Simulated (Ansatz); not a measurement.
# Al2BAs3: the cost of one run

Code: Ansatz 0.2.0. PAW datasets, plane waves. Computed, not measured; no magnetism was allowed, and the structure may never have been made.

### Step 1. The cell

The cell was relaxed beforehand with r2SCAN.

The symmetry is P3m1 (No. 156, trigonal); a = 3.813 Å, c = 9.484 Å in the conventional setting, 19.90 Å³ an atom. B has 4 As at 2.08–2.30 Å; Al has 4 As at 2.39–2.46 Å; Al has 4 As at 2.39–2.44 Å; As has 3 B at 2.30 Å and 1 Al at 2.46 Å; As has 4 Al at 2.39–2.44 Å.

Structure file:

```xyz
6
Lattice="3.8128 0.0000 0.0000 -1.9064 3.3020 0.0000 0.0000 0.0000 9.4845" Properties=species:S:1:pos:R:3 pbc="T T T"
B     0.0000    0.0000    0.0618
Al    1.9064    1.1007    6.4277
Al    0.0000    2.2013    3.0638
As    1.9064    1.1007    8.8907
As    0.0000    2.2013    5.5006
As    0.0000    0.0000    2.1376
```

### Step 2. PBE bands along the symmetry lines

input.yaml reads:

```yaml
crystal:
  lattice:
    - [3.8127790622, 0.0, 0.0]
    - [-1.9063895311, 3.3019635268, 0.0]
    - [0.0, 0.0, 9.4844603408]
  atoms:
    - { symbol: B, position: [0.0, 0.0, 0.0065134174] }
    - { symbol: Al, position: [0.6666666667, 0.3333333333, 0.6777067455] }
    - { symbol: Al, position: [0.3333333333, 0.6666666667, 0.3230378119] }
    - { symbol: As, position: [0.6666666667, 0.3333333333, 0.9373982925] }
    - { symbol: As, position: [0.3333333333, 0.6666666667, 0.5799620286] }
    - { symbol: As, position: [0.0, 0.0, 0.225381704] }
kpoints:
  mp_grid: { grid: [12, 12, 4] }
  band_path:
    path:
      - [[0.0, 0.0, 0.0], [0.5, -3.076451752792e-17, -1.535735225028e-33], [0.3333333333333, 0.3333333333333, -3.071470450056e-33], [0.0, 0.0, 0.0], [0.0, 6.162536115528e-50, 0.5], [0.5, -3.076451752792e-17, 0.5], [0.3333333333333, 0.3333333333333, 0.5], [0.0, 6.162536115528e-50, 0.5]]
      - [[0.5, -3.076451752792e-17, 0.5], [0.5, -3.076451752792e-17, -1.535735225028e-33]]
      - [[0.3333333333333, 0.3333333333333, 0.5], [0.3333333333333, 0.3333333333333, -3.071470450056e-33]]
    npoints: 10
hamiltonian:
  xc: pbe
scf:
  occupations: { method: fermi_dirac, width: 0.02 }
  n_extra_bands: 5
output:
  forces: true
  stress: true
  eigenvalues: true
  write_density: true
  write_potential: true
  elf: true
  volumetric_format: npy
```

On the command line:

```sh
> ansatz run input.yaml --threads 4 --pin off --max-ram 6451MiB --backend cpu --events-out ev --progress --plain --runs-dir out
```

Q: Estimate wall time and peak memory on 4 threads of Arm Neoverse V1, shared host.

About 13 s, with a peak of 0.58 GiB.
